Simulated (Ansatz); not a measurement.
# AlGaN (doublet): wave-function methods side by side at a displaced geometry (v2), cc-pVDZ

An exercise on one series of results from a longer session: the logs are not shown, and one member is left open.

The runs use Ansatz 0.2.0, Gaussian basis; cc-pVDZ, core rule «outside noble gas», up to 20 orbitals frozen.

Plan: UHF; CCSD(T) on ROHF; CCSD(T) on UHF; BCCD(T) on ROHF; CISD; CCSDT(Q) on ROHF; CCSDT(Q) on UHF.

29 further runs of the same task are left out: 9 for a known fault of the program, 10 that didn't finish, 10 set aside as unsound or not needed.

## The system

The geometry is a PBE0/def2-TZVP stationary point (not a proven minimum) with its atoms shifted at random (size 0.100 Å). No spin-orbit coupling is included. The filled d shell of Ga may be among the frozen orbitals whatever the setting's name suggests; the logs give the count.

3 atoms, charge 0, spin multiplicity 2.

Atoms are counted from 1 here; the program's logs count them from 0.

Bond lengths: Al1–N2 1.728 Å, N2–Ga3 1.773 Å. Angles: Al1–N2–Ga3 171.9°.

The first run:

in.yaml

```yaml
crystal:
  periodic: [false, false, false]
  atoms:
    - {symbol: Al, position_ang: [0.084376, 0.005225, -1.737102]}
    - {symbol: N, position_ang: [-0.080498, 0.013599, -0.017109]}
    - {symbol: Ga, position_ang: [-0.003878, -0.018825, 1.754211]}
basis:
  gaussian: {orbitals: cc-pVDZ}
magnetization: {spin_polarized: true, initial_magnetization: 1}
hamiltonian: {xc: hf}
output: {orbitals: {seedname: orbitals}}
```

Run with:

```sh
$ ansatz run in.yaml --threads 1 --pin off --events-out ev --progress --plain --max-ram 2393MiB
```

Steps of the session up to this table: UHF; CCSD(T) on ROHF; CCSD(T) on UHF; BCCD(T) on ROHF; CISD; CCSDT(Q) on ROHF; CCSDT(Q) on UHF.

One of the session's tables, all rows but one given; the rest of the session is left out.

It belongs to the step «Misses and costs». 

| method | from RCCSDT(Q) (meV) |
| --- | --- |
| RMP2 | +895.4 |
| UMP2 | ? |
| RCCSD | +600.5 |
| UCCSD | +542.0 |
| RCCSD(T) | +79.5 |
| UCCSD(T) | +85.1 |
| BCCD(T) | +74.2 |
| RCCSDT | +56.3 |
| UCCSDT | +45.5 |
| RCCSDT(Q) | 0 |
| UCCSDT(Q) | -26.2 |

Q: Estimate the row for UMP2 from the others.

The run gave: from RCCSDT(Q) (meV): +960.9. In the column «from RCCSDT(Q) (meV)» it is the highest.

Not comparable, so not listed: CISD (they don't share determinant, frozen orbitals or solution with the rows shown, or repeat one).

Limits of these values: Left out of the table: ROHF, UHF (another determinant or state than the rows shown). Warnings: spin contamination; coupled cluster took another determinant than the lowest; large T1 diagnostic. Restricted and unrestricted rows rest on different reference determinants; where their highest levels disagree by more than a few hundredths of an eV, they describe different states and don't form one ladder.
